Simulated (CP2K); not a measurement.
The system is WF.

```
W F
1.0
     5.30927    0.00000    0.00000
     4.60648    2.63983    0.00000
     4.60648    1.22636    2.33768
W F
1 1
Direct
  0.81412 0.81412 0.81412
  0.93712 0.93712 0.93712
```

The cell was built by a generator and needn't be a form met in nature.

Base run:

* Program: CP2K 2026.2
* Functional: PBE
* Potentials or basis: POTENTIAL_UZH W GTH-PBE-q14, F GTH-PBE-q7; TZVP-MOLOPT-PBE-GTH basis
* Density cutoff: 10204 eV
* k mesh: 11 × 11 × 11
* Occupations: fermi-dirac, width 0.0259 eV
* Spin: no spin polarisation

Its results: band gap on the k mesh none (metal or under the smearing width); pressure -0.7 GPa; largest force 0.261 eV/Å.

Q: The run is repeated on the same cell with these changes: functional from PBE to PBEsol; occupations from fermi-dirac, width 0.0259 eV to fermi-dirac, width 0.1 eV. What comes out?

A: Band gap on the k mesh none (metal or under the smearing width); pressure -5.1 GPa; largest force 0.613 eV/Å.

Caveats: the basis of atomic orbitals isn't converged, which shifts pressures, moduli and gaps; an odd number of electrons without spin polarisation forces a metal; a magnetic or distorted state may lie lower; the potentials were made for another functional, which shifts forces and pressure (some runs).

Not every run made on this cell is shown here.
